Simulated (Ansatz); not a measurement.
This script makes a ladder of basis sets of GaSi with the Python package of Ansatz (0.2.0).

`gasi.py`
```python
"""Basis-set convergence for GaSi."""

import ansatz

XC = "hf"

GEOMETRY = """
Ga    0.00000    0.00000    0.00000
Si    0.00000    0.00000    2.32000
"""

molecule = ansatz.Crystal.molecule()
for line in GEOMETRY.strip().splitlines():
    symbol, *xyz = line.split()
    molecule = molecule.atom(symbol, [float(v) for v in xyz])

base = (
    molecule.calculation()
    .functional(XC)
    .spin("collinear", total=3)
)

energies = {}
for basis in ["cc-pVDZ", "cc-pVTZ"]:
    r = base.basis(gaussian=basis).run().report
    size = r["n_frozen"] + r["n_occupied"][0] + r["n_virtual"][0]
    energies[basis] = (r["reference_energy_ev"] / 27.211386246, r["free_energy_ev"] / 27.211386246)
    print(f"{basis:14s} {size:4d} orbitals  reference {energies[basis][0]:14.6f} Ha  total {energies[basis][1]:14.6f} Ha")

last = energies["cc-pVTZ"][1]
for basis, (_, total) in energies.items():
    print(f"{basis:14s} lies {27.211386 * (total - last):9.4f} eV above cc-pVTZ")
```

How far does the total energy move along this ladder of basis sets?

Against cc-pVDZ: cc-pVTZ -77.9 mHa. The last step alone is -77.87 mHa. From the first set to the last the time grows from 0.9 to 1.9 s.

What the script printed:

Output of `python gasi.py`:
```text
cc-pVDZ          45 orbitals  reference   -2212.093893 Ha  total   -2212.093893 Ha
cc-pVTZ          77 orbitals  reference   -2212.171766 Ha  total   -2212.171766 Ha
cc-pVDZ        lies    2.1190 eV above cc-pVTZ
cc-pVTZ        lies    0.0000 eV above cc-pVTZ
```

What to keep in mind:
- The drop along the ladder measures the basis error, and is no property of the molecule.
- The geometry is a force-field or estimated start, not a minimum of this method, and the last set is no limit. Much of the fall in a total is atomic energy, which cancels in bond and reaction energies.
- The species is open-shell (spin multiplicity 4).
- For Al to Cl the sets with a tight d function, cc-pV(X+d)Z, are usual.
- The spin state was assumed, and another may lie lower.
- The whole script took 3.2 s on 1 thread of Arm Neoverse V2, with other jobs on the host, peak memory 0.19 GiB.
